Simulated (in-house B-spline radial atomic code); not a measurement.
**Al in a hard spherical wall**

Aim: energy and levels of Al squeezed by an impenetrable sphere of shrinking radius. More than one configuration is followed.

Program: in-house B-spline radial atomic code version 1. Level of theory: Dirac-Hartree-Fock, average of configuration, Fermi nucleus, basis-set limit. These are calculated values, not measurements, unless marked.

## 1. What is computed

```
element       : aluminium (Z = 13)
charge        : 0
electrons     : 13
configuration : [Ne] 3s2 3p1
Hamiltonian   : Dirac-Coulomb
nucleus       : Fermi, rms radius 3.061 fm
```

The outer shells:

[Ne] 3s2 3p1
```
[Ne] core
3s [↑↓]
3p [↑ ][  ][  ]
```

The boxes draw the filling by Hund's rule, which heavy ions in jj coupling don't follow; these runs average over all states of the configuration.

Settings, as recorded:

```ini
Z = 13
electrons = 13.0
configuration = [Ne] 3s2 3p1
hamiltonian = dirac
method = hf
spin_polarised = False
nucleus = fermi
rms_radius = 3.061
mass_number = 27
atomic_mass = 26.981538408
speed_of_light = 137.035999084
```

From the earlier run of the reference: total energy -242.330751 hartree. Levels, eight at most:

| orbital | occupation | energy (eV) | <r> (bohr) |
| --- | --- | --- | --- |
| 1s1/2 | 2 | -1595.50 | 0.1199 |
| 2s1/2 | 2 | -134.13 | 0.6182 |
| 2p1/2 | 2 | -87.846 | 0.5987 |
| 2p3/2 | 4 | -87.373 | 0.6008 |
| 3s1/2 | 2 | -10.734 | 2.594 |
| 3p1/2 | 0.333333 | -5.713 | 3.431 |
| 3p3/2 | 0.666667 | -5.698 | 3.438 |

## 2. Wall at 5.26 bohr, configuration [Ne] 3s2 3p1

Settings: those of step 1 with these lines changed.

```diff
@@ -11 +11,2 @@
 speed_of_light = 137.035999084
+wall_radius = 5.26
```

Results of the run (chosen fields of its result record, rounded):

```text
status: converged
scf [iteration, energy, orbital gradient]:
  - [1, -241.921380916, 0.222]
  - [2, -242.204807248, 0.0418]
  - [3, -242.2314332, 0.0134]
  - [4, -242.234372093, 0.00427]
  - [5, -242.234742954, 0.00164]
  - [6, -242.234789693, 0.000132]
  - [7, -242.234790627, 1.14e-05]
  - [8, -242.234790635, 4.32e-07]
  - [9, -242.234790635, 6.61e-09]
energy [hartree]: {"total": -242.234790635, "kinetic": 243.706720496, "nuclear": -582.130825884, "coulomb": 114.223252473, "exact_exchange": -18.0339377203}
breit [hartree]: {"gaunt": 0.04516846, "retardation": -0.002899118, "frequency_dependence": -2.061483e-05}
qed [hartree]: {"self_energy": 0.02919407, "uehling": -0.001745086, "wichmann_kroll": 2.768616e-06}
recoil [hartree]: 0.004197086
total_with_corrections [hartree]: -242.160893074
orbitals [hartree, bohr; first row names the columns]:
  - ["name", "occ", "eps", "<r>"]
  - ["1s1/2", 2.0, -58.509861, 0.11992]
  - ["2s1/2", 2.0, -4.8152, 0.61855]
  - ["2p1/2", 2.0, -3.1130962, 0.59962]
  - ["2p3/2", 4.0, -3.0957782, 0.6017]
  - ["3s1/2", 2.0, -0.3255363, 2.3984]
  - ["3p1/2", 0.33333, -0.13554409, 2.6608]
  - ["3p3/2", 0.66667, -0.13469324, 2.6632]
sum_r [bohr^k]: {"-1": 44.7793, "1": 12.54208, "2": 24.44431}
energy_minus_base [hartree]: 0.095960269
energy_minus_base_with_corrections [hartree]: 0.0959984484
```

Run time: 0.58 s. Hardware: 1 thread, shared host.

energy_minus_base is the energy less that of the reference run.

## 3. Wall at 3.23 bohr, configuration [Ne] 3s2 3p1

Settings: those of step 2 with these lines changed.

```diff
@@ -11,2 +11,2 @@
 speed_of_light = 137.035999084
-wall_radius = 5.26
+wall_radius = 3.23
```

From the record:

```text
status: converged
scf [iteration, energy, orbital gradient]:
  - [1, -241.07488053, 0.217]
  - [2, -241.252519591, 0.0335]
  - [3, -241.269736092, 0.0103]
  - [4, -241.271361022, 0.00318]
  - [5, -241.271507953, 0.00118]
  - [6, -241.27153341, 4e-05]
  - [7, -241.271533427, 2.84e-06]
  - [8, -241.271533427, 1e-07]
energy [hartree]: {"total": -241.271533427, "kinetic": 246.645932091, "nuclear": -588.4512894, "coulomb": 118.820075686, "exact_exchange": -18.2862518035}
breit [hartree]: {"gaunt": 0.04545442, "retardation": -0.002933307, "frequency_dependence": -2.052462e-05}
qed [hartree]: {"self_energy": 0.0292981, "uehling": -0.001750843, "wichmann_kroll": 2.777742e-06}
recoil [hartree]: 0.004167275
total_with_corrections [hartree]: -241.197315527
orbitals [hartree, bohr; first row names the columns]:
  - ["name", "occ", "eps", "<r>"]
  - ["1s1/2", 2.0, -58.061173, 0.11992]
  - ["2s1/2", 2.0, -4.435988, 0.62021]
  - ["2p1/2", 2.0, -2.7208146, 0.60612]
  - ["2p3/2", 4.0, -2.703729, 0.60829]
  - ["3s1/2", 2.0, 0.077904364, 1.8267]
  - ["3p1/2", 0.33333, 0.35578581, 1.8621]
  - ["3p3/2", 0.66667, 0.35812968, 1.8629]
sum_r [bohr^k]: {"-1": 45.26549, "1": 10.64161, "2": 14.84783}
energy_minus_base [hartree]: 1.05921748
energy_minus_base_with_corrections [hartree]: 1.059576
```

It took 0.3 s on 1 thread, shared host.

## 4. Wall at 1.9 bohr, configuration [Ne] 3s2 3p1

Settings: those of step 3 with these lines changed.

```diff
@@ -11,2 +11,2 @@
 speed_of_light = 137.035999084
-wall_radius = 3.23
+wall_radius = 1.9
```

From the record:

```text
status: converged
scf [iteration, energy, orbital gradient]:
  - [1, -234.299284978, 0.199]
  - [2, -234.408745675, 0.00454]
  - [3, -234.408864903, 0.00261]
  - [4, -234.408895191, 0.00146]
  - [5, -234.408906374, 0.000151]
  - [6, -234.408906461, 1.56e-05]
  - [7, -234.408906465, 3.27e-06]
  - [8, -234.408906466, 1.32e-07]
energy [hartree]: {"total": -234.408906466, "kinetic": 263.253030459, "nuclear": -609.48030056, "coulomb": 131.041891482, "exact_exchange": -19.223527846}
breit [hartree]: {"gaunt": 0.04751039, "retardation": -0.003206319, "frequency_dependence": -2.038174e-05}
qed [hartree]: {"self_energy": 0.02993265, "uehling": -0.001785904, "wichmann_kroll": 2.833317e-06}
recoil [hartree]: 0.003966949
total_with_corrections [hartree]: -234.332506248
orbitals [hartree, bohr; first row names the columns]:
  - ["name", "occ", "eps", "<r>"]
  - ["1s1/2", 2.0, -56.680749, 0.12]
  - ["2s1/2", 2.0, -3.5045656, 0.62258]
  - ["2p1/2", 2.0, -1.7141921, 0.61132]
  - ["2p3/2", 4.0, -1.6982616, 0.6132]
  - ["3s1/2", 2.0, 2.5454397, 1.1372]
  - ["3p1/2", 0.33333, 2.9044612, 1.0852]
  - ["3p3/2", 0.66667, 2.913725, 1.0849]
sum_r [bohr^k]: {"-1": 46.88311, "1": 8.520036, "2": 8.034554}
energy_minus_base [hartree]: 7.92184444
energy_minus_base_with_corrections [hartree]: 7.92438528
```

Run time: 0.29 s. Hardware: 1 thread, shared host.

## 5. Wall at 5.26 bohr, configuration [Ne] 3s2 3d1

Settings, as recorded:

```ini
Z = 13
electrons = 13.0
configuration = [Ne] 3s2 3d1
hamiltonian = dirac
method = hf
spin_polarised = False
nucleus = fermi
rms_radius = 3.061
mass_number = 27
atomic_mass = 26.981538408
speed_of_light = 137.035999084
wall_radius = 5.26
```

From the record:

```text
status: converged
scf [iteration, energy, orbital gradient]:
  - [1, -241.595203519, 0.223]
  - [2, -241.89505291, 0.0355]
  - [3, -241.912971213, 0.0128]
  - [4, -241.915449014, 0.00466]
  - [5, -241.915885897, 0.00147]
  - [6, -241.915919724, 0.000155]
  - [7, -241.915921092, 1.39e-05]
  - [8, -241.915921105, 4.91e-07]
  - [9, -241.915921105, 2.33e-08]
energy [hartree]: {"total": -241.915921105, "kinetic": 243.692103481, "nuclear": -581.268867019, "coulomb": 113.630746018, "exact_exchange": -17.9699035859}
breit [hartree]: {"gaunt": 0.04509753, "retardation": -0.002885644, "frequency_dependence": -2.048234e-05}
qed [hartree]: {"self_energy": 0.02920344, "uehling": -0.001745654, "wichmann_kroll": 2.769516e-06}
recoil [hartree]: 0.004194432
total_with_corrections [hartree]: -241.842074714
orbitals [hartree, bohr; first row names the columns]:
  - ["name", "occ", "eps", "<r>"]
  - ["1s1/2", 2.0, -58.576919, 0.11991]
  - ["2s1/2", 2.0, -4.8654553, 0.61795]
  - ["2p1/2", 2.0, -3.162598, 0.59899]
  - ["2p3/2", 4.0, -3.1452226, 0.60107]
  - ["3s1/2", 2.0, -0.32541902, 2.375]
  - ["3d3/2", 0.4, 0.1866042, 2.9973]
  - ["3d5/2", 0.6, 0.18658918, 2.9972]
sum_r [bohr^k]: {"-1": 44.713, "1": 12.82532, "2": 26.06212}
energy_minus_base [hartree]: 0.414829799
energy_minus_base_with_corrections [hartree]: 0.414816809
```

Wall time 0.87 s (1 thread, shared host).

## 6. Wall at 3.23 bohr, configuration [Ne] 3s2 3d1

Settings: those of step 5 with these lines changed.

```diff
@@ -11,2 +11,2 @@
 speed_of_light = 137.035999084
-wall_radius = 5.26
+wall_radius = 3.23
```

From the record:

```text
status: converged
scf [iteration, energy, orbital gradient]:
  - [1, -240.591447073, 0.219]
  - [2, -240.794588021, 0.0274]
  - [3, -240.806095703, 0.00968]
  - [4, -240.807526601, 0.00346]
  - [5, -240.807713861, 0.00109]
  - [6, -240.807731899, 2.53e-05]
  - [7, -240.807731909, 1.36e-06]
  - [8, -240.807731909, 9.48e-08]
energy [hartree]: {"total": -240.807731909, "kinetic": 246.343699398, "nuclear": -587.384728803, "coulomb": 118.415418247, "exact_exchange": -18.1821207508}
breit [hartree]: {"gaunt": 0.04523983, "retardation": -0.002896869, "frequency_dependence": -2.015268e-05}
qed [hartree]: {"self_energy": 0.02931017, "uehling": -0.001751647, "wichmann_kroll": 2.779013e-06}
recoil [hartree]: 0.004160432
total_with_corrections [hartree]: -240.733687372
orbitals [hartree, bohr; first row names the columns]:
  - ["name", "occ", "eps", "<r>"]
  - ["1s1/2", 2.0, -58.139805, 0.1199]
  - ["2s1/2", 2.0, -4.4606608, 0.61906]
  - ["2p1/2", 2.0, -2.7462067, 0.60469]
  - ["2p3/2", 4.0, -2.7289528, 0.60687]
  - ["3s1/2", 2.0, 0.10623469, 1.8261]
  - ["3d3/2", 0.4, 0.82229814, 1.892]
  - ["3d5/2", 0.6, 0.82222082, 1.892]
sum_r [bohr^k]: {"-1": 45.18345, "1": 10.65899, "2": 14.86455}
energy_minus_base [hartree]: 1.523019
energy_minus_base_with_corrections [hartree]: 1.52320415
```

Wall time 0.43 s (1 thread, shared host).

## 7. Wall at 1.9 bohr, configuration [Ne] 3s2 3d1

Settings: those of step 6 with these lines changed.

```diff
@@ -11,2 +11,2 @@
 speed_of_light = 137.035999084
-wall_radius = 3.23
+wall_radius = 1.9
```

From the record:

```text
status: converged
scf [iteration, energy, orbital gradient]:
  - [1, -234.245931857, 0.205]
  - [2, -234.370023849, 0.00366]
  - [3, -234.370291445, 0.0016]
  - [4, -234.370338924, 0.00107]
  - [5, -234.370351749, 0.000251]
  - [6, -234.370352066, 2.94e-05]
  - [7, -234.370352089, 2.66e-06]
  - [8, -234.370352089, 6.47e-08]
energy [hartree]: {"total": -234.370352089, "kinetic": 260.624748085, "nuclear": -605.990719178, "coulomb": 130.068276106, "exact_exchange": -19.0726571011}
breit [hartree]: {"gaunt": 0.04662401, "retardation": -0.003051725, "frequency_dependence": -1.875908e-05}
qed [hartree]: {"self_energy": 0.02996895, "uehling": -0.001788474, "wichmann_kroll": 2.837376e-06}
recoil [hartree]: 0.003973316
total_with_corrections [hartree]: -234.294641932
orbitals [hartree, bohr; first row names the columns]:
  - ["name", "occ", "eps", "<r>"]
  - ["1s1/2", 2.0, -56.927054, 0.11991]
  - ["2s1/2", 2.0, -3.5519016, 0.61951]
  - ["2p1/2", 2.0, -1.7688016, 0.60616]
  - ["2p3/2", 4.0, -1.752436, 0.60804]
  - ["3s1/2", 2.0, 2.5837974, 1.1381]
  - ["3d3/2", 0.4, 2.9629084, 1.1296]
  - ["3d5/2", 0.6, 2.9629444, 1.1297]
sum_r [bohr^k]: {"-1": 46.61468, "1": 8.529188, "2": 7.971821}
energy_minus_base [hartree]: 7.96039882
energy_minus_base_with_corrections [hartree]: 7.96224959
```

Wall time 0.42 s (1 thread, shared host).

## 8. Wall at 5.26 bohr, configuration [Ne] 3s1 3p1 3d1

Settings, as recorded:

```ini
Z = 13
electrons = 13.0
configuration = [Ne] 3s1 3p1 3d1
hamiltonian = dirac
method = hf
spin_polarised = False
nucleus = fermi
rms_radius = 3.061
mass_number = 27
atomic_mass = 26.981538408
speed_of_light = 137.035999084
wall_radius = 5.26
```

From the record:

```text
status: converged
scf [iteration, energy, orbital gradient]:
  - [1, -241.412209748, 0.225]
  - [2, -241.706134073, 0.0435]
  - [3, -241.738791737, 0.0135]
  - [4, -241.742037669, 0.00414]
  - [5, -241.742337193, 0.00165]
  - [6, -241.742387971, 4.05e-05]
  - [7, -241.742387986, 1.15e-06]
  - [8, -241.742387987, 2.84e-07]
  - [9, -241.742387987, 4.31e-09]
energy [hartree]: {"total": -241.742387987, "kinetic": 243.607438845, "nuclear": -580.576480822, "coulomb": 112.854034136, "exact_exchange": -17.6273801455}
breit [hartree]: {"gaunt": 0.04509874, "retardation": -0.002897087, "frequency_dependence": -2.074263e-05}
qed [hartree]: {"self_energy": 0.02913994, "uehling": -0.00174205, "wichmann_kroll": 2.763805e-06}
recoil [hartree]: 0.004185674
total_with_corrections [hartree]: -241.668620749
orbitals [hartree, bohr; first row names the columns]:
  - ["name", "occ", "eps", "<r>"]
  - ["1s1/2", 2.0, -58.611526, 0.11992]
  - ["2s1/2", 2.0, -4.8958648, 0.61897]
  - ["2p1/2", 2.0, -3.2013918, 0.59821]
  - ["2p3/2", 4.0, -3.1840301, 0.60028]
  - ["3s1/2", 1.0, -0.38570972, 2.3484]
  - ["3p1/2", 0.33333, -0.14887815, 2.6333]
  - ["3p3/2", 0.66667, -0.14798973, 2.6359]
  - ["3d3/2", 0.4, 0.17195482, 2.9747]
  - ["3d5/2", 0.6, 0.17194035, 2.9747]
sum_r [bohr^k]: {"-1": 44.65974, "1": 13.03349, "2": 27.15397}
energy_minus_base [hartree]: 0.588362918
energy_minus_base_with_corrections [hartree]: 0.588270774
```

Run time: 0.96 s. Hardware: 1 thread, shared host.

## 9. Wall at 3.23 bohr, configuration [Ne] 3s1 3p1 3d1

Settings: those of step 8 with these lines changed.

```diff
@@ -11,2 +11,2 @@
 speed_of_light = 137.035999084
-wall_radius = 5.26
+wall_radius = 3.23
```

From the record:

```text
status: converged
scf [iteration, energy, orbital gradient]:
  - [1, -240.325512068, 0.224]
  - [2, -240.515248053, 0.0362]
  - [3, -240.53602753, 0.0108]
  - [4, -240.537853846, 0.00329]
  - [5, -240.53800084, 0.00127]
  - [6, -240.538030127, 2.15e-05]
  - [7, -240.538030136, 3.06e-06]
  - [8, -240.538030137, 1.38e-07]
energy [hartree]: {"total": -240.538030137, "kinetic": 246.376377626, "nuclear": -587.080273296, "coulomb": 117.911780505, "exact_exchange": -17.7459149715}
breit [hartree]: {"gaunt": 0.04529391, "retardation": -0.002929676, "frequency_dependence": -2.074349e-05}
qed [hartree]: {"self_energy": 0.02918161, "uehling": -0.001744322, "wichmann_kroll": 2.767406e-06}
recoil [hartree]: 0.004142553
total_with_corrections [hartree]: -240.464104035
orbitals [hartree, bohr; first row names the columns]:
  - ["name", "occ", "eps", "<r>"]
  - ["1s1/2", 2.0, -58.126826, 0.11992]
  - ["2s1/2", 2.0, -4.4510667, 0.62188]
  - ["2p1/2", 2.0, -2.7528515, 0.60444]
  - ["2p3/2", 4.0, -2.7356824, 0.6066]
  - ["3s1/2", 1.0, 0.043298472, 1.8227]
  - ["3p1/2", 0.33333, 0.37465436, 1.8625]
  - ["3p3/2", 0.66667, 0.37699529, 1.8633]
  - ["3d3/2", 0.4, 0.8125738, 1.8909]
  - ["3d5/2", 0.6, 0.81251883, 1.891]
sum_r [bohr^k]: {"-1": 45.16003, "1": 10.69557, "2": 15.02853}
energy_minus_base [hartree]: 1.79272077
energy_minus_base_with_corrections [hartree]: 1.79278749
```

It took 0.51 s on 1 thread, shared host.

## 10. Wall at 1.9 bohr, configuration [Ne] 3s1 3p1 3d1

Settings: those of step 9 with these lines changed.

```diff
@@ -11,2 +11,2 @@
 speed_of_light = 137.035999084
-wall_radius = 3.23
+wall_radius = 1.9
```

From the record:

```text
status: converged
scf [iteration, energy, orbital gradient]:
  - [1, -233.871700504, 0.216]
  - [2, -233.9947027, 0.00523]
  - [3, -233.994967749, 0.00221]
  - [4, -233.995012687, 0.000995]
  - [5, -233.995024366, 0.000144]
  - [6, -233.995024577, 2.8e-05]
  - [7, -233.995024593, 4.47e-06]
  - [8, -233.995024593, 1.37e-07]
energy [hartree]: {"total": -233.995024593, "kinetic": 259.917567072, "nuclear": -605.255539112, "coulomb": 129.661890333, "exact_exchange": -18.3189428865}
breit [hartree]: {"gaunt": 0.04684004, "retardation": -0.003190103, "frequency_dependence": -2.110274e-05}
qed [hartree]: {"self_energy": 0.02946401, "uehling": -0.001759674, "wichmann_kroll": 2.791745e-06}
recoil [hartree]: 0.003913893
total_with_corrections [hartree]: -233.919774736
orbitals [hartree, bohr; first row names the columns]:
  - ["name", "occ", "eps", "<r>"]
  - ["1s1/2", 2.0, -56.842733, 0.11999]
  - ["2s1/2", 2.0, -3.4847976, 0.62942]
  - ["2p1/2", 2.0, -1.7473061, 0.60851]
  - ["2p3/2", 4.0, -1.731127, 0.61038]
  - ["3s1/2", 1.0, 2.5083313, 1.1293]
  - ["3p1/2", 0.33333, 2.9433516, 1.0853]
  - ["3p3/2", 0.66667, 2.9526921, 1.0851]
  - ["3d3/2", 0.4, 2.9641386, 1.1304]
  - ["3d5/2", 0.6, 2.9642319, 1.1305]
sum_r [bohr^k]: {"-1": 46.55813, "1": 8.502237, "2": 7.928507}
energy_minus_base [hartree]: 8.33572631
energy_minus_base_with_corrections [hartree]: 8.33711679
```

It took 0.49 s on 1 thread, shared host.

## 11. Results

| configuration | radius (bohr) | energy above the free system (eV) | highest level (eV) |
| --- | --- | --- | --- |
| [Ne] 3s2 3p1 | 5.26 | 2.611 | -3.665 (3p3/2) |
| [Ne] 3s2 3p1 | 3.23 | 28.823 | 9.745 (3p3/2) |
| [Ne] 3s2 3p1 | 1.9 | 215.56 | 79.286 (3p3/2) |
| [Ne] 3s2 3d1 | 5.26 | 11.288 | 5.078 (3d3/2) |
| [Ne] 3s2 3d1 | 3.23 | 41.443 | 22.376 (3d3/2) |
| [Ne] 3s2 3d1 | 1.9 | 216.61 | 80.626 (3d5/2) |
| [Ne] 3s1 3p1 3d1 | 5.26 | 16.010 | 4.679 (3d3/2) |
| [Ne] 3s1 3p1 3d1 | 3.23 | 48.782 | 22.111 (3d3/2) |
| [Ne] 3s1 3p1 3d1 | 1.9 | 226.83 | 80.661 (3d5/2) |

**Reading.** For [Ne] 3s2 3p1 the energy above the free reference is 2.611 eV at 5.26 bohr and 215.56 eV at 1.9 bohr. Its highest level passes zero between 5.26 and 3.23 bohr; in smaller spheres the level is positive, pushed up by confinement, and the wall keeps the electron in. Of [Ne] 3s2 3p1 and [Ne] 3s2 3d1, the first stays lower at every radius that both share. At 1.9 bohr the lowest of all 3 is [Ne] 3s2 3p1. A hard wall is a crude model of an atom's surroundings.
